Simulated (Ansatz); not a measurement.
# C3H8ClInO: up Jacob's ladder to CCSD(T)

One table from this session's results is given with a row withheld; the runs are named, their logs left out.

Program: Ansatz 0.2.0, Gaussian basis. Level of theory: functionals in def2-TZVPP, the program's frozen cores in correlated methods. These are calculated values, not measurements.

The runs, in order: PBE-D4, r2SCAN-D4, PBE0-D4, B3LYP-D4, ωB97X-V, ωB97M-V, B2PLYP; CCSD(T)/def2-TZVPP; MP2/def2-QZVPP; extrapolation to the limit.

### The relaxed structure

All runs share one geometry, relaxed beforehand with PBE0-D4 in a triple-zeta def2 set. In takes the def2 core potential; no spin-orbit term is included.

14 atoms, charge 0, spin multiplicity 1.

Atoms are counted from 1 here; the program's logs count them from 0.

Bond lengths: C1–C2 1.513 Å, C1–H7 1.092 Å, C1–H8 1.094 Å, C1–H9 1.095 Å, C2–O3 1.409 Å, C2–H10 1.099 Å, C2–H11 1.097 Å, O3–In4 1.972 Å, In4–C5 2.121 Å, In4–Cl6 2.345 Å, C5–H12 1.090 Å, C5–H13 1.089 Å, C5–H14 1.090 Å. Angles: C2–C1–H7 110.5°, C2–C1–H8 110.9°, C2–C1–H9 110.7°, H7–C1–H8 108.5°, H7–C1–H9 108.6°, H8–C1–H9 107.6°, C1–C2–O3 112.2°, C1–C2–H10 109.4°, C1–C2–H11 109.7°, O3–C2–H10 111.6°, O3–C2–H11 106.9°, H10–C2–H11 106.9°, C2–O3–In4 122.9°, O3–In4–C5 126.7°, O3–In4–Cl6 110.0°, C5–In4–Cl6 123.3°, In4–C5–H12 109.0°, In4–C5–H13 109.9° and more.

Set-up of the first run:

in.yaml

```yaml
crystal:
  periodic: [false, false, false]
  atoms:
    - {symbol: C, position_ang: [-1.689230, 1.561779, 0.633839]}
    - {symbol: C, position_ang: [-0.217516, 1.523369, 0.984661]}
    - {symbol: O, position_ang: [0.550729, 0.895398, -0.015181]}
    - {symbol: In, position_ang: [0.681861, -1.064319, -0.193202]}
    - {symbol: C, position_ang: [1.667600, -2.134409, -1.737176]}
    - {symbol: Cl, position_ang: [-0.373445, -2.105405, 1.624098]}
    - {symbol: H, position_ang: [-1.838314, 2.040280, -0.336869]}
    - {symbol: H, position_ang: [-2.254699, 2.119468, 1.385628]}
    - {symbol: H, position_ang: [-2.102804, 0.549203, 0.591362]}
    - {symbol: H, position_ang: [-0.087874, 1.035826, 1.960644]}
    - {symbol: H, position_ang: [0.165343, 2.546842, 1.085592]}
    - {symbol: H, position_ang: [0.954304, -2.806877, -2.212865]}
    - {symbol: H, position_ang: [2.070361, -1.438064, -2.470632]}
    - {symbol: H, position_ang: [2.473675, -2.723091, -1.299890]}
basis:
  gaussian: {orbitals: def2-TZVPP}
hamiltonian: {xc: pbe, dispersion: d4}
output: {forces: true, orbitals: {seedname: orbitals}}
```

Started as:

```
$ ansatz run in.yaml --threads 2 --pin off --events-out ev --progress --plain --max-ram 22528MiB --backend cuda --devices 0, --max-vram 18GiB
```

Steps of the session up to this table: PBE-D4 (GGA); r2SCAN-D4 (meta-GGA); PBE0-D4 (hybrid); B3LYP-D4 (hybrid); ωB97X-V (range-separated); ωB97M-V (range-separated); B2PLYP (double hybrid); CCSD(T) in def2-TZVPP; MP2 in def2-QZVPP.

One table of the session follows, with a row left open; its other results are not shown here.

| method | atomisation energy (kcal/mol) |
| --- | --- |
| PBE-D4 | 1226.5 |
| r2SCAN-D4 | 1210.4 |
| PBE0-D4 | ? |
| B3LYP-D4 | 1200.4 |
| ωB97X-V | 1210.0 |
| ωB97M-V | 1209.4 |
| B2PLYP | 1190.9 |
| HF/def2-TZVPP | 885.8 |
| MP2/def2-TZVPP | 1197.0 |
| CCSD/def2-TZVPP | 1162.4 |
| CCSD(T)/def2-TZVPP | 1180.4 |
| MP2/CBS | 1227.5 |
| CCSD(T)/CBS | 1210.9 |

Q: Estimate the row for PBE0-D4 from the others.

The run gave: atomisation energy (kcal/mol): 1208.0. In the column «atomisation energy (kcal/mol)» it lies between B3LYP-D4 (1200.4) and ωB97M-V (1209.4).
